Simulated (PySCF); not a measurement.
# C₈H₁₆N₂: vibronic structure

Aim: compute the vibronic structure of C₈H₁₆N₂ (`CC(C)=NNC1CCCC1`).

Programs: PySCF 2.14.0, with routines of our own; each step states its level. All values are computed. Atoms count from 0.

## 1. The system as given

26 atoms, charge 0, multiplicity 1; geometry from: GFN2-xTB.

## 2. Vibronic structure: TDA B3LYP/def2-SV(P)

Job settings and geometry (Å):

```
{"job": {"kind": "vib", "xc": "B3LYP", "basis": "def2-SV(P)", "tda": true}, "charge": 0, "multiplicity": 1}
C      2.344577    -1.566519     0.662423
C      2.351464    -0.330989    -0.206497
C      3.582709    -0.074803    -1.017960
N      1.405183     0.509503    -0.298629
N      0.285547     0.425240     0.445250
C     -0.862375     1.116389    -0.095634
C     -1.601046     0.316170    -1.179625
C     -2.465194    -0.680574    -0.399582
C     -2.715512    -0.036465     0.978854
C     -1.932745     1.284704     0.984141
H      3.227096    -2.169744     0.471215
H      1.459777    -2.175762     0.463778
H      2.331504    -1.290047     1.717827
H      3.473599     0.854658    -1.568142
H      4.456161    -0.008036    -0.369934
H      3.748344    -0.890623    -1.721752
H      0.065906    -0.477481     0.861664
H     -0.488368     2.068438    -0.478415
H     -2.228698     0.993915    -1.758552
H     -0.905359    -0.173146    -1.860586
H     -1.939991    -1.630249    -0.286432
H     -3.397962    -0.888554    -0.921861
H     -3.777052     0.138012     1.148551
H     -2.362643    -0.691198     1.776312
H     -1.490004     1.500806     1.954574
H     -2.585964     2.113445     0.712286
```

With the program's defaults for keys left out, this is: TDA B3LYP/def2-SV(P) vertical-gradient vibronic structure (displaced harmonic oscillators, Condon), gas phase.

Launch:

```
$ OMP_NUM_THREADS=1 python excited_run.py task.json out
```

This one command runs all jobs of the session in turn.

What it wrote:

```text
final grid: 91232 points
cycle   1  E = -423.5255190406  dE =  1.189e+00  |g| = 5.355e-01  |ddm| = 5.266e+00
cycle   2  E = -423.5074742558  dE =  1.804e-02  |g| = 6.113e-01  |ddm| = 1.638e+00
cycle   3  E = -423.6053327957  dE = -9.786e-02  |g| = 8.545e-02  |ddm| = 8.851e-01
cycle   4  E = -423.6062561928  dE = -9.234e-04  |g| = 5.693e-02  |ddm| = 1.481e-01
cycle   5  E = -423.6069966876  dE = -7.405e-04  |g| = 1.430e-02  |ddm| = 7.081e-02
cycle   6  E = -423.6070401783  dE = -4.349e-05  |g| = 4.283e-03  |ddm| = 2.036e-02
cycle   7  E = -423.6070444852  dE = -4.307e-06  |g| = 5.100e-04  |ddm| = 5.350e-03
cycle   8  E = -423.6070445312  dE = -4.594e-08  |g| = 2.289e-04  |ddm| = 9.464e-04
cycle   9  E = -423.6070445423  dE = -1.112e-08  |g| = 6.707e-05  |ddm| = 3.276e-04
cycle  10  E = -423.6070445432  dE = -8.849e-10  |g| = 1.745e-05  |ddm| = 1.102e-04
converged SCF energy = -423.6070445432

Singlet excitations (eV, f): 5.457 (0.0081)  6.191 (0.1811)  6.222 (0.0094)  6.480 (0.3192)  6.743 (0.0616)  6.969 (0.0142)

State S1  5.4568 eV  f = 0.00805  H->L+1 0.91
  relaxed dipole 5.386 D, largest gradient of the excitation energy 0.0586 Eh/bohr
  mode    cm-1        S   lambda/meV  Raman
   16    653.3    1.7297     140.1   0.837
   56   1717.4    0.2907      61.9   0.971
    5    122.6    3.6589      55.6   0.062
   12    429.7    0.7936      42.3   0.166
   72   3278.7    0.0821      33.4   1.000
    4     94.2    2.1508      25.1   0.022
   18    813.6    0.2231      22.5   0.167
   15    630.5    0.2403      18.8   0.108
   55   1518.8    0.0903      17.0   0.236
   17    705.1    0.1866      16.3   0.105
   25    970.2    0.1028      12.4   0.110
   10    316.1    0.2789      10.9   0.032
  reorganisation energy 0.5517 eV, total S 10.830, 0-0 4.9051 eV
  absorption maximum 5.369 eV, width 0.598 eV

State S2  6.1908 eV  f = 0.18110  H->L+2 0.56, H->L 0.35
  relaxed dipole 8.913 D, largest gradient of the excitation energy 0.0452 Eh/bohr
  mode    cm-1        S   lambda/meV  Raman
   16    653.3    1.7317     140.3   0.888
   56   1717.4    0.2821      60.1   1.000
   17    705.1    0.6809      59.5   0.407
   12    429.7    0.7837      41.8   0.174
   68   3015.7    0.0633      23.7   0.692
    6    164.0    0.9943      20.2   0.032
   15    630.5    0.2245      17.5   0.107
   14    561.3    0.2493      17.3   0.094
    3     63.9    1.9837      15.7   0.010
    4     94.2    1.2951      15.1   0.014
   10    316.1    0.2437       9.6   0.029
   42   1302.4    0.0573       9.2   0.117
  reorganisation energy 0.5330 eV, total S 10.115, 0-0 5.6577 eV
  absorption maximum 6.102 eV, width 0.580 eV

State S4  6.4798 eV  f = 0.31919  H->L 0.42, H->L+2 0.40, H->L+3 0.10
  relaxed dipole 1.875 D, largest gradient of the excitation energy 0.0669 Eh/bohr
  mode    cm-1        S   lambda/meV  Raman
   56   1717.4    0.3815      81.2   1.000
   16    653.3    0.8909      72.2   0.338
    5    122.6    2.6539      40.3   0.035
   37   1219.1    0.2074      31.3   0.274
   14    561.3    0.3691      25.7   0.103
   62   2992.0    0.0501      18.6   0.399
   35   1206.8    0.1005      15.0   0.130
   27   1044.5    0.1138      14.7   0.110
    9    290.3    0.4018      14.5   0.030
   13    479.5    0.2379      14.1   0.049
    8    273.4    0.3916      13.3   0.026
    3     63.9    1.5450      12.2   0.006
  reorganisation energy 0.4408 eV, total S 8.819, 0-0 6.0390 eV
  absorption maximum 6.391 eV, width 0.552 eV

State T1  3.9471 eV  f = 0.00000  H->L 0.89
  relaxed dipole 2.800 D, largest gradient of the excitation energy 0.1394 Eh/bohr
  mode    cm-1        S   lambda/meV  Raman
   56   1717.4    2.8793     613.1   1.000
    4     94.2    3.4005      39.7   0.004
   16    653.3    0.4428      35.9   0.022
   27   1044.5    0.2502      32.4   0.032
   12    429.7    0.5156      27.5   0.011
   46   1391.3    0.0975      16.8   0.022
   20    856.0    0.1395      14.8   0.012
   14    561.3    0.1984      13.8   0.007
    6    164.0    0.3714       7.6   0.001
   25    970.2    0.0536       6.5   0.006
   28   1052.7    0.0467       6.1   0.006
   26    974.0    0.0385       4.7   0.004
  reorganisation energy 0.8689 eV, total S 9.637, 0-0 3.0782 eV
  absorption maximum 3.834 eV, width 0.935 eV
```

Run time: 74 s. Hardware: 1 thread of Intel Xeon Platinum 8259CL at 2.50GHz, shared host; peak memory 1.2 GiB.

## 3. Vibronic structure: TDA B97-D/3-21G

Settings changed since step 2:

```diff
@@ -1,2 +1,2 @@
-{"job": {"kind": "vib", "xc": "B3LYP", "basis": "def2-SV(P)", "tda": true}, "charge": 0, "multiplicity": 1}
+{"job": {"kind": "vib", "xc": "B97-D", "basis": "3-21G", "tda": true, "scf": {"max_cycle": 64}, "maxiter": 30, "td_tol": 0.03}, "charge": 0, "multiplicity": 1}
 C      2.344577    -1.566519     0.662423
```

With the program's defaults for keys left out, this is: TDA B97-D/3-21G vertical-gradient vibronic structure (displaced harmonic oscillators, Condon), gas phase.

What it wrote:

```text
final grid: 91232 points
cycle   1  E = -421.2082198272  dE =  7.551e-01  |g| = 5.748e-01  |ddm| = 4.923e+00
cycle   2  E = -421.1477486783  dE =  6.047e-02  |g| = 7.539e-01  |ddm| = 1.797e+00
cycle   3  E = -421.2965293342  dE = -1.488e-01  |g| = 1.369e-01  |ddm| = 1.029e+00
cycle   4  E = -421.2994998967  dE = -2.971e-03  |g| = 8.753e-02  |ddm| = 2.511e-01
cycle   5  E = -421.3014774724  dE = -1.978e-03  |g| = 1.367e-02  |ddm| = 1.159e-01
cycle   6  E = -421.3015228293  dE = -4.536e-05  |g| = 2.946e-03  |ddm| = 2.127e-02
cycle   7  E = -421.3015248605  dE = -2.031e-06  |g| = 9.074e-04  |ddm| = 5.043e-03
cycle   8  E = -421.3015250494  dE = -1.889e-07  |g| = 3.278e-04  |ddm| = 1.530e-03
cycle   9  E = -421.3015250731  dE = -2.377e-08  |g| = 4.518e-05  |ddm| = 4.274e-04
cycle  10  E = -421.3015250737  dE = -5.581e-10  |g| = 1.816e-05  |ddm| = 1.016e-04
converged SCF energy = -421.3015250737

Singlet excitations (eV, f): 6.006 (0.0055)  6.131 (0.0108)  6.223 (0.3467)  6.615 (0.1650)  7.001 (0.1092)  7.211 (0.0026)

State S1  6.0058 eV  f = 0.00546  H->L+1 0.98
  relaxed dipole 6.743 D, largest gradient of the excitation energy 0.0501 Eh/bohr
  mode    cm-1        S   lambda/meV  Raman
    5    122.6    7.6651     116.5   0.062
    3     63.9   14.4923     114.9   0.032
   72   3278.7    0.1740      70.7   1.000
   55   1518.8    0.3659      68.9   0.451
   16    653.3    0.5915      47.9   0.135
   56   1717.4    0.1946      41.4   0.307
   12    429.7    0.7681      40.9   0.076
    4     94.2    3.4928      40.8   0.017
   18    813.6    0.3096      31.2   0.110
   68   3015.7    0.0384      14.4   0.187
   25    970.2    0.1186      14.3   0.060
   47   1397.6    0.0792      13.7   0.083
  reorganisation energy 0.7471 eV, total S 29.441, 0-0 5.2587 eV

State S3  6.2226 eV  f = 0.34667  H->L 0.56, H->L+2 0.36
  relaxed dipole 4.188 D, largest gradient of the excitation energy 0.0486 Eh/bohr
  mode    cm-1        S   lambda/meV  Raman
    7    169.4    2.0264      42.6   0.086
   16    653.3    0.4033      32.7   0.256
   37   1219.1    0.2098      31.7   0.464
   56   1717.4    0.1363      29.0   0.598
   68   3015.7    0.0739      27.6   1.000
    6    164.0    1.2731      25.9   0.051
   22    951.1    0.1396      16.5   0.188
   10    316.1    0.3374      13.2   0.050
   12    429.7    0.2300      12.3   0.063
   14    561.3    0.1512      10.5   0.071
   18    813.6    0.0928       9.4   0.091
   55   1518.8    0.0390       7.4   0.134
  reorganisation energy 0.3727 eV, total S 6.663, 0-0 5.8499 eV
  absorption maximum 6.114 eV, width 0.496 eV

State S4  6.6148 eV  f = 0.16497  H->L+2 0.62, H->L 0.27
  relaxed dipole 4.405 D, largest gradient of the excitation energy 0.0445 Eh/bohr
  mode    cm-1        S   lambda/meV  Raman
   37   1219.1    0.2269      34.3   0.426
   68   3015.7    0.0871      32.6   1.000
    4     94.2    2.4073      28.1   0.027
   56   1717.4    0.1201      25.6   0.447
   14    561.3    0.3505      24.4   0.139
   27   1044.5    0.1424      18.4   0.196
   35   1206.8    0.1202      18.0   0.221
   16    653.3    0.1911      15.5   0.103
    9    290.3    0.3899      14.0   0.041
    6    164.0    0.4669       9.5   0.016
   12    429.7    0.1765       9.4   0.041
   22    951.1    0.0708       8.3   0.081
  reorganisation energy 0.3545 eV, total S 6.189, 0-0 6.2602 eV
  absorption maximum 6.488 eV, width 0.512 eV

State T1  3.9408 eV  f = 0.00000  H->L 0.98
  relaxed dipole 2.978 D, largest gradient of the excitation energy 0.1155 Eh/bohr
  mode    cm-1        S   lambda/meV  Raman
   56   1717.4    1.8884     402.1   1.000
   27   1044.5    0.2493      32.3   0.049
   14    561.3    0.2351      16.4   0.013
   46   1391.3    0.0841      14.5   0.029
   20    856.0    0.1327      14.1   0.017
   12    429.7    0.2611      13.9   0.009
    4     94.2    1.1344      13.3   0.002
   37   1219.1    0.0847      12.8   0.023
   16    653.3    0.1389      11.3   0.011
   28   1052.7    0.0596       7.8   0.012
    7    169.4    0.3569       7.5   0.002
   25    970.2    0.0569       6.8   0.010
  reorganisation energy 0.6071 eV, total S 5.571, 0-0 3.3337 eV
  absorption maximum 3.802 eV, width 0.758 eV
```

Run time: 52 s. Hardware: 1 thread of Intel Xeon Platinum 8259CL at 2.50GHz, shared host; peak memory 1 GiB.

These settings were drawn to be risky (B97-D/3-21G; xc B97-D; basis 3-21G; maxiter 30; td tol 0.03; scf {'max cycle': 64}); the run ended normally, but its values are left out of the summary.

## 4. What came out

```
                                                                                      quantity                      value
S1: vertical, reorganisation, 0-0, total S (step 2, TDA B3LYP/def2-SV(P), modes from GFN2-xTB)  5.46, 0.55, 4.91 eV; 10.8
S2: vertical, reorganisation, 0-0, total S (step 2, TDA B3LYP/def2-SV(P), modes from GFN2-xTB)  6.19, 0.53, 5.66 eV; 10.1
S4: vertical, reorganisation, 0-0, total S (step 2, TDA B3LYP/def2-SV(P), modes from GFN2-xTB)   6.48, 0.44, 6.04 eV; 8.8
```

In words: Some states lie very close; unless symmetry makes them partners, their order is unsure. The vibronic model keeps the ground-state modes (from xTB) and shifts them along the gradient alone, so it can miss much of the relaxation that a full optimisation finds.
